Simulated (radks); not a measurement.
**Ru⁴⁺ in [Kr] 4d4: an all-electron calculation**

One table from this session's results is given with a row withheld; the runs are named, their logs left out.

The numbers are computed with radks (a radial shooting solver on a logarithmic mesh, Libxc functionals) version 1 (scalar-relativistic Kohn-Sham, PBE, spin-polarised, spherical densities, point nucleus; open shells are filled with parallel spins first), except any that are marked as measured or tabulated.

## The atom as given

```
element       : ruthenium (Z = 44)
charge        : +4
electrons     : 40
configuration : [Kr] 4d4
```

Outer shells as boxes (Hund's rule):

Ru⁴⁺
```
[Kr] core
4d [↑ ][↑ ][↑ ][↑ ][  ]
```

Set-up of the first run:

Settings of this run:

```text
Z 44
configuration [Kr] 4d4
relativity scalar-relativistic
functional pbe,pbe
spin polarised
nucleus point
c 137.035999084
```

Launch:

```console
> python run_ks.py task.json out
```

All runs below come from this command, one after another.

Steps of the session up to this table: Self-consistent calculation.

One of the session's tables, all rows but one given; the rest of the session is left out.

It belongs to the step «Radial structure». Radial moments (bohr):

```
  level      <r>  outermost maximum (interpolated)  90 % within  nodes
1s down  0.03344                            0.0217       0.0599      0
  1s up  0.03344                            0.0217       0.0599      0
  2s up   0.1457                             0.123        0.225      1
2s down   0.1457                             0.123        0.225      1
  2p up   0.1270                            0.0982        0.207      0
2p down   0.1269                            0.0982        0.207      0
  3s up   0.4026                             0.362        0.594      2
3s down   0.4025                             0.362        0.594      2
  3p up   0.4029                             0.355        0.608      1
3p down   0.4028                             0.355        0.607      1
  3d up   0.3839                             0.301        0.611      0
3d down   0.3838                             0.301        0.610      0
  4s up    1.005                             0.912         1.45      3
4s down    1.001                             0.907         1.45      3
  4p up    1.096                             0.976         1.61      2
4p down        ?                                 ?            ?      ?
  4d up    1.364                              1.15         2.08      1
4d down    1.375                              1.14         2.11      1
```

Q: Estimate the row for 4p down from the others.

As computed: <r>: 1.092; outermost maximum (interpolated): 0.970; 90 % within: 1.61; nodes: 2. In the column «<r>» it lies between 4s up (1.005) and 4p up (1.096).

Caveats from the session: Open shells are spherical and high-spin; term and fine-structure splittings are not resolved.
